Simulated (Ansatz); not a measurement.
Crystal: Hf2Pd2Se2Br2O3.

```
Hf Pd Se Br O
1.0
     5.60663   -0.09346   -0.01409
     1.61393    5.33512    0.00251
     1.36916    1.91529    8.31543
Hf Pd Se Br O
2 2 2 2 3
Direct
  0.23317 0.65161 0.02284
  0.76683 0.34839 0.97716
  0.00000 0.50000 0.50000
  0.00000 0.00000 0.50000
  0.02419 0.33917 0.25331
  0.97581 0.66083 0.74669
  0.50000 0.50000 0.50000
  0.50000 0.00000 0.50000
  0.44792 0.35724 0.92101
  0.55208 0.64276 0.07899
  0.00000 0.00000 0.00000
```

The cell was built by a generator and needn't be a form met in nature.

Base run:

| Property | Result |
| --- | --- |
| Program | Ansatz 0.2.0 |
| Functional | revPBE |
| Potentials or basis | Ansatz PAW |
| Cutoff | 420 eV |
| Density cutoff | 1680 eV |
| k mesh | 5 × 5 × 4 |
| Occupations | fermi-dirac, width 0.05 eV |
| Spin | no spin polarisation |

Its results: band gap on the k mesh none (metal or under the smearing width); pressure 1.6 GPa; largest force 0.163 eV/Å.

The run is repeated on the same cell with these changes: functional from revPBE to BLYP. What comes out?

Band gap on the k mesh none (metal or under the smearing width); pressure 3.6 GPa; largest force 0.360 eV/Å.

Caveats: the potentials were made for another functional, which shifts forces and pressure; the PAW data sets come from PBE, with cores solved anew for the run's functional, which leaves a small shift of forces and pressure.

Not every run made on this cell is shown here.
